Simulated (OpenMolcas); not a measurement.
# BAsH4 (SMILES B[AsH2]): levels of theory compared

We compute a comparison of 6 runs (HF/STO-3G, B3LYP/3-21G, B3LYP/6-31G*, TPSSh/def2-SVP, MP2/6-31G**) of BAsH4. 

The results are computed with OpenMolcas 26.06.

3 further runs of the same task are left out: 1 that didn't finish, 2 set aside as unsound or not needed.

## (1) The system as given

The species is BAsH4 (6 atoms), meant as a singlet with charge 0. SMILES: `B[AsH2]`. The shape comes from GFN2-xTB, which is rough for such elements, and wasn't checked as a minimum.

Bond lengths: B1–As2 1.975 Å, B1–H3 1.172 Å, B1–H4 1.172 Å, As2–H5 1.499 Å, As2–H6 1.498 Å. Angles: B1–As2–H5 96.5°, B1–As2–H6 96.5°, As2–B1–H3 120.9°, As2–B1–H4 121.0°, H5–As2–H6 91.6°, H3–B1–H4 117.7°.

## (2) Energy and gradient at HF/STO-3G (run 1)

Input file run.inp:

```
* AsBH4 Hartree-Fock
&GATEWAY
BASLIB
$CurrDir
COORD
6
angstrom
B       -0.031970      -0.884410       0.174880
As       0.579370       0.991700       0.253910
H       -0.797110      -1.301140       0.959340
H        0.457050      -1.647340      -0.567880
H        0.571590       1.235290      -1.225060
H       -0.778940       1.605910       0.404800
BASIS
STO-3G
GROUP
NoSym
&SEWARD
&SCF
THRESHOLDS
1e-10 1e-07 1e-07 1e-05
PRORBITALS
0
&ALASKA
```

The basis set STO-3G is read from a file made from the Basis Set Exchange's data (not shown).

On the command line:

```console
export MOLCAS_MEM=1860
pymolcas run.inp > run.log
```

Log:

```text
--- Start Module: gateway ---
[...]
--- Stop Module: gateway /rc=_RC_ALL_IS_WELL_ ---
[...]
      Basis functions           27
[...]
--- Start Module: scf ---
[...]
       Convergence after  11 Iterations
[...]
::    Total SCF energy                              -2235.9628410885
[...]
      Total spin, S                                     0.0000000000
[...]
      Total electronic charge=   42.000000
      Total            charge=   -0.000000
[...]
      Dipole Moment (debye):
      Origin of the operator (angstrom)=    0.4725    0.7165    0.2281
                   X= -6.6579E-01               Y= -6.3050E-02               Z= -5.3676E-01           Total=  8.5753E-01
      Quadrupole Moment (debye*angstrom):
[...]
--- Stop Module: scf /rc=_RC_ALL_IS_WELL_ ---
--- Start Module: alaska ---
[...]
 *              Molecular gradients               *
 **************************************************
  Irreducible representation: a
 ------------------------------------------------------------------------------------------
                              X                       Y                       Z
 ------------------------------------------------------------------------------------------
  B1               -4.66540879773314E-03    6.55606465226199E-03   -5.95255156558783E-03
  AS2               3.01186166165994E-02   -9.34465360188419E-03    2.74351957849692E-02
  H3               -3.83560212360923E-03   -3.56442974000926E-03    7.09261970076858E-03
  H4                4.87500071023117E-03   -5.80645892474818E-03   -3.57131141926281E-03
  H5               -6.38822318335658E-03    4.20963037364941E-03   -2.08843753495787E-02
  H6               -2.01043832221348E-02    7.94984724076997E-03   -4.11957715129840E-03
 ------------------------------------------------------------------------------------------
--- Stop Module: alaska /rc=_RC_ALL_IS_WELL_ ---
[...]
```

Wall time 1.8 s (1 thread of Arm Neoverse V2, shared host); peak memory 0.37 GiB.

## (3) Energy and forces at B3LYP/3-21G (run 2)

Input file run.input:

```
>>> EXPORT MOLCAS_PRINT=2

&GATEWAY
 BASLIB = $CurrDir
 COORD
 6
 angstrom
 B       -0.031970      -0.884410       0.174880
 As       0.579370       0.991700       0.253910
 H       -0.797110      -1.301140       0.959340
 H        0.457050      -1.647340      -0.567880
 H        0.571590       1.235290      -1.225060
 H       -0.778940       1.605910       0.404800
 BASIS = 3-21G
 GROUP = NoSym

&SEWARD
 GRIDINPUT
 Grid=UltraFine
 End of Grid

&SCF
 KSDFT = B3LYP
 THRESHOLDS = 1e-10 1e-07 1e-07 1e-05
 PRORBITALS = 0

&ALASKA
```

The basis set 3-21G is read from a file made from the Basis Set Exchange's data (not shown).

On the command line:

```console
export MOLCAS_MEM=1860
pymolcas run.input > run.log
```

Log:

```text
--- Start Module: gateway ---
[...]
--- Stop Module: gateway /rc=_RC_ALL_IS_WELL_ ---
[...]
      Basis functions           39
[...]
--- Start Module: scf ---
[...]
       Convergence after  11 Iterations
[...]
::    Total KS-DFT energy                           -2252.2150986208
[...]
      Total spin, S                                     0.0000000000
[...]
      Total electronic charge=   42.000000
      Total            charge=   -0.000000
[...]
      Dipole Moment (debye):
      Origin of the operator (angstrom)=    0.4725    0.7165    0.2281
                   X= -4.0532E-01               Y=  1.9579E-01               Z= -3.7906E-01           Total=  5.8847E-01
      Quadrupole Moment (debye*angstrom):
[...]
--- Stop Module: scf /rc=_RC_ALL_IS_WELL_ ---
[...]
--- Start Module: alaska ---
[...]
 *              Molecular gradients               *
 **************************************************
  Irreducible representation: a
 ------------------------------------------------------------------------------------------
                              X                       Y                       Z
 ------------------------------------------------------------------------------------------
  B1               -2.60892958444892E-04    4.08555463022076E-03   -1.59594377744143E-03
  AS2              -3.99327861352283E-03    1.85632528699742E-04   -3.07346639665074E-03
  H3                7.02719698492293E-03    6.87650403408790E-04   -8.15866978059576E-03
  H4               -6.28890681545635E-03    4.50980660576361E-03    7.98636753718762E-03
  H5               -6.95130402157496E-03   -2.33672151593423E-03    1.28495221442950E-02
  H6                1.04671854240754E-02   -7.13192265216867E-03   -8.00780972679280E-03
 ------------------------------------------------------------------------------------------
--- Stop Module: alaska /rc=_RC_ALL_IS_WELL_ ---
[...]
```

It took 7.8 s on 1 thread of Arm Neoverse V2, shared host; peak memory 0.37 GiB.

Run 3 isn't shown in full; the table further down has it.

## (4) Energy and forces at B3LYP/6-31G(d) (Cartesian functions) (run 4)

Input file struct.xyz:

```xyz
6

B     -0.031970    -0.884410     0.174880
As     0.579370     0.991700     0.253910
H     -0.797110    -1.301140     0.959340
H      0.457050    -1.647340    -0.567880
H      0.571590     1.235290    -1.225060
H     -0.778940     1.605910     0.404800
```

Input file test.input:

```
* AsBH4 Kohn-Sham DFT
&GATEWAY
BasLib
$CurrDir
Coord
struct.xyz
Basis
6-31Gs
Group
NoSym
&SEWARD
GridInput
Grid=UltraFine
End of Grid
&SCF
KSDFT
B3LYP
Thresholds
1e-10 1e-07 1e-07 1e-05
PrOrbitals
1 1
&ALASKA
```

The basis set 6-31G* is read from a file made from the Basis Set Exchange's data (not shown).

On the command line:

```console
export MOLCAS_MEM=1860
pymolcas test.input > test.log
```

Log:

```text
--- Start Module: gateway ---
[...]
--- Stop Module: gateway /rc=_RC_ALL_IS_WELL_ ---
[...]
      Basis functions           58
[...]
--- Start Module: scf ---
[...]
       Convergence after  14 Iterations
[...]
::    Total KS-DFT energy                           -2262.8538082325
[...]
      Total spin, S                                     0.0000000000
[...]
      Total electronic charge=   42.000000
      Total            charge=   -0.000000
[...]
      Dipole Moment (debye):
      Origin of the operator (angstrom)=    0.4725    0.7165    0.2281
                   X= -4.5809E-01               Y= -9.1208E-02               Z= -3.5800E-01           Total=  5.8850E-01
      Quadrupole Moment (debye*angstrom):
[...]
--- Stop Module: scf /rc=_RC_ALL_IS_WELL_ ---
[...]
--- Start Module: alaska ---
[...]
 *              Molecular gradients               *
 **************************************************
  Irreducible representation: a
 ------------------------------------------------------------------------------------------
                              X                       Y                       Z
 ------------------------------------------------------------------------------------------
  B1                7.65465479036997E-04    3.91070157498064E-03   -7.03227239978177E-04
  AS2              -6.65899851749785E-03   -5.42090522846372E-03   -3.98414006270453E-03
  H3                7.33768264610868E-03    2.16339231621254E-03   -7.87662395896893E-03
  H4               -5.62777996952679E-03    5.89006350742460E-03    7.85186465487664E-03
  H5               -4.85685024292981E-03   -1.36041424540756E-03    1.06453603721963E-02
  H6                9.04048060479834E-03   -5.18283792475760E-03   -5.93323376542015E-03
 ------------------------------------------------------------------------------------------
--- Stop Module: alaska /rc=_RC_ALL_IS_WELL_ ---
[...]
```

Wall time 14 s (1 thread of Arm Neoverse V2, shared host); peak memory 0.39 GiB.

Run 5 isn't shown in full; the table further down has it.

## (5) A single-point energy at MP2/6-31G(d,p) (Cartesian functions) (run 6)

struct.xyz is that of step 4.

Input file job.inp:

```
* AsBH4 MP2
&GATEWAY
Coord=struct.xyz
Basis=6-31G**
Group=NoSym
&SEWARD
&SCF
PrOrbitals=1
&MBPT2
Frozen=10
```

On the command line:

```console
export MOLCAS_MEM=1860
pymolcas job.inp > job.log
```

Log:

```text
--- Start Module: gateway ---
[...]
--- Stop Module: gateway /rc=_RC_ALL_IS_WELL_ ---
[...]
      Basis functions           70
[...]
--- Start Module: scf ---
[...]
       Convergence after  11 Iterations
[...]
::    Total SCF energy                              -2260.8877725900
[...]
      Total spin, S                                     0.0000000000
[...]
      Total electronic charge=   42.000000
      Total            charge=   -0.000000
[...]
      Dipole Moment (debye):
      Origin of the operator (angstrom)=    0.4725    0.7165    0.2281
                   X= -5.7364E-01               Y= -4.0680E-01               Z= -3.8208E-01           Total=  8.0033E-01
      Quadrupole Moment (debye*angstrom):
[...]
--- Stop Module: scf /rc=_RC_ALL_IS_WELL_ ---
[...]
--- Start Module: mbpt2 ---
[...]
WARNING!
Default frozen orbitals as non valence orbitals is overwritten by user input.
Default values:  16
[...]
       Reference weight ( Cref**2 )         =        0.90653
::    Total MBPT2 energy                            -2261.2491384820
[...]
      Total MBPT2 calculations                           0.11      0.13
--- Stop Module: mbpt2 /rc=_RC_ALL_IS_WELL_ ---
[...]
```

Run time: 3.6 s. Hardware: 1 thread of Arm Neoverse V2, shared host; peak memory 0.41 GiB.

## (6) All runs side by side

```tsv
run	level	integration grid	Cartesian functions	energy (Eh)	dipole moment (D) of the reference	HOMO energy (eV)	LUMO energy (eV)	wall time
1	HF/STO-3G	–	no	-2235.962841	0.86	-7.59	6.30	1.8 s
2	B3LYP/3-21G	UltraFine	no	-2252.215099	0.59	-7.20	-1.93	7.8 s
3	B3LYP/6-31G* (spherical functions)	UltraFine	no	-2262.847166	0.59	-7.25	-1.79	13 s
4	B3LYP/6-31G* (Cartesian functions)	UltraFine	yes	-2262.853808	0.59	-7.25	-1.79	14 s
5	TPSSh/def2-SVP	UltraFine	no	-2262.762829	0.42	-7.01	-2.28	23 s
6	MP2/6-31G** (Cartesian functions)	–	yes	-2261.249138	0.80	-9.85	2.14	3.6 s
```

## (7) What came out

| quantity | value |
| --- | --- |
| run 6: total energy | -2261.24914 Eh |
| run 6: dipole moment (mean-field density) | 0.80 D |
| run 6: HOMO energy (Hartree–Fock orbitals) | -9.85 eV |
| run 6: LUMO energy (Hartree–Fock orbitals) | 2.14 eV |
| run 6: HOMO–LUMO gap (Hartree–Fock orbitals) | 11.99 eV |
| run 6: correlation energy (10 core orbitals frozen) | -361.4 mEh |

In words: Over runs 1, 2, 3, 4, 5 the dipole moment (its size) runs from 0.42 D (TPSSh/def2-SVP) to 0.86 D (HF/STO-3G). The two ends differ in method and basis. Over runs 1, 2, 3, 4, 5 the HOMO–LUMO gap runs from 4.73 eV (TPSSh/def2-SVP) to 13.89 eV (HF/STO-3G). Totals of different functionals can't be ranked against each other. In run 1 the basis is minimal, so the values are rough. All runs together took 63 s, the longest 23 s.
